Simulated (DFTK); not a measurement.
Input of a DFTK 0.8.2 run:

The input run.jl:

```julia
using DFTK
using PseudoPotentialData
using Unitful, UnitfulAtomic
using LinearAlgebra, Printf
include("save.jl")
disable_threading()

# lattice vectors are the columns
lattice = austrip(1u"Å") * [  2.4227077728  -2.4227077728            0.0;
             1.3987509848   1.3987509848  -2.7975019696;
             3.3172919545   3.3172919545   3.3172919545]
symbols   = [:Bi, :Te]
positions = [[0.5, 0.5, 0.5],
             [0.0, 0.0, 0.0]]
pseudopotentials = Dict(:Bi => "Bi.upf", :Te => "Te.upf")
elements = Dict(s => ElementPsp(s, pseudopotentials; rcut=10.0) for s in unique(symbols))
atoms    = [elements[s] for s in symbols]

build_model(lattice, positions; symmetries=true) =
    model_DFT(lattice, atoms, positions;
              functionals=PBE(),
              temperature=austrip(0.05u"eV"),
              smearing=Smearing.FermiDirac(),
              symmetries)
Ecut  = 45.0  # hartree
kgrid = [5, 5, 5]
tol   = 1e-6
to_GPa = ustrip(uconvert(u"GPa", 1u"hartree/bohr^3"))

model = build_model(lattice, positions)
basis = PlaneWaveBasis(model; Ecut, kgrid)
display(basis)
scfres = self_consistent_field(basis;
                               tol,
                               nbandsalg=AdaptiveBands(model; n_bands_converge=20))
display(scfres.energies)
@printf "Fermi level: %.6f eV\n" ustrip(auconvert(u"eV", something(scfres.εF, NaN)))
forces = compute_forces_cart(scfres)
println("Forces (eV/Å)")
for (s, f) in zip(symbols, forces)
    @printf "%-3s %12.6f %12.6f %12.6f\n" s ustrip.(auconvert.(u"eV/Å", f))...
end
stress = compute_stresses_cart(scfres)
println("Stress (GPa)")
display(round.(stress * to_GPa; digits=4))
println("Levels at the first k-point (eV): ", round.(ustrip.(auconvert.(u"eV", scfres.eigenvalues[1][1:scfres.n_bands_converge])); digits=4))
save_scf!(scfres; forces, stress)

points = Dict("G" => [0.0, 0.0, 0.0], "B" => [0.7148050046, 0.5, 0.2851949954], "B1" => [0.5, 0.2851949954, -0.2851949954], "F" => [0.5, 0.5, 0.0], "L" => [0.5, 0.0, 0.0], "P" => [0.7148050046, 0.3925974977, 0.3925974977], "P1" => [0.6074025023, 0.6074025023, 0.2851949954], "Q" => [0.6074025023, 0.3925974977, 0.0], "X" => [0.3925974977, 0.0, -0.3925974977], "Z" => [0.5, 0.5, 0.5])
segments = [("G", "L", 6), ("L", "B1", 6), ("B", "Z", 4), ("Z", "G", 7), ("G", "X", 8), ("Q", "F", 3), ("F", "P1", 3), ("P1", "Z", 4), ("L", "P", 5)]
kcoords = vcat([[points[a] + t * (points[b] - points[a]) for t in range(0, 1, n)] for (a, b, n) in segments]...)
bands = compute_bands(scfres, ExplicitKpoints(kcoords); n_bands=22, tol=1e-5)
for (k, ε) in zip(bands.basis.kpoints, bands.eigenvalues)
    @printf "%d %8.4f %8.4f %8.4f " k.spin k.coordinate...
    println(join([@sprintf("%9.4f", e) for e in ustrip.(auconvert.(u"eV", ε .- scfres.εF))]))
end
results["band_energies"] = rows(bands.eigenvalues); results["band_kpoints"] = rows(kcoords)
```

Potentials or basis: SG15 1.2 (PBE).

Command:

```sh
$ julia --threads=1 run.jl  # save.jl only writes the numbers to a file and isn't shown; printed stress counts tension as positive; times include loading and compiling
```

Task: Predict the band gap on the k mesh.

Result: None (metal or under the smearing width).

Task: Estimate the pressure.

Result: 0.0 GPa.

Levels at the corners of the path, in eV from the Fermi level:
```csv
point,band 11,band 12,band 13,band 14,band 15,band 16,band 17,band 18,band 19,band 20
Γ,-13.41,-8.21,-2.84,-2.84,-1.54,1.94,2.60,2.60,4.16,4.16
L,-11.51,-11.28,-1.79,-1.75,-0.97,-0.89,-0.52,0.38,6.81,6.98
B1,-11.05,-10.77,-4.80,-4.79,-1.69,-0.54,3.26,3.65,5.62,5.82
B,-11.05,-10.77,-4.80,-4.79,-1.69,-0.54,3.26,3.65,5.62,5.82
Z,-11.17,-10.87,-2.29,-2.29,-2.15,-1.50,-1.19,-1.19,8.09,8.66
Γ,-13.41,-8.21,-2.84,-2.84,-1.54,1.94,2.60,2.60,4.16,4.16
X,-11.39,-10.53,-5.28,-3.66,-2.90,2.12,2.47,3.32,4.29,8.62
Q,-11.39,-10.53,-5.28,-3.66,-2.90,2.12,2.47,3.32,4.29,8.62
F,-11.63,-9.90,-5.53,-4.41,-3.23,2.50,3.13,3.67,4.64,8.38
P1,-11.16,-10.63,-5.00,-3.70,-3.23,1.01,1.38,3.52,5.20,7.44
Z,-11.17,-10.87,-2.29,-2.29,-2.15,-1.50,-1.19,-1.19,8.09,8.66
L,-11.51,-11.28,-1.79,-1.75,-0.97,-0.89,-0.52,0.38,6.81,6.98
P,-11.16,-10.63,-5.00,-3.70,-3.23,1.01,1.38,3.52,5.20,7.44
```

Caveat: spin-orbit coupling is left out, which moves the levels of the heavy elements.
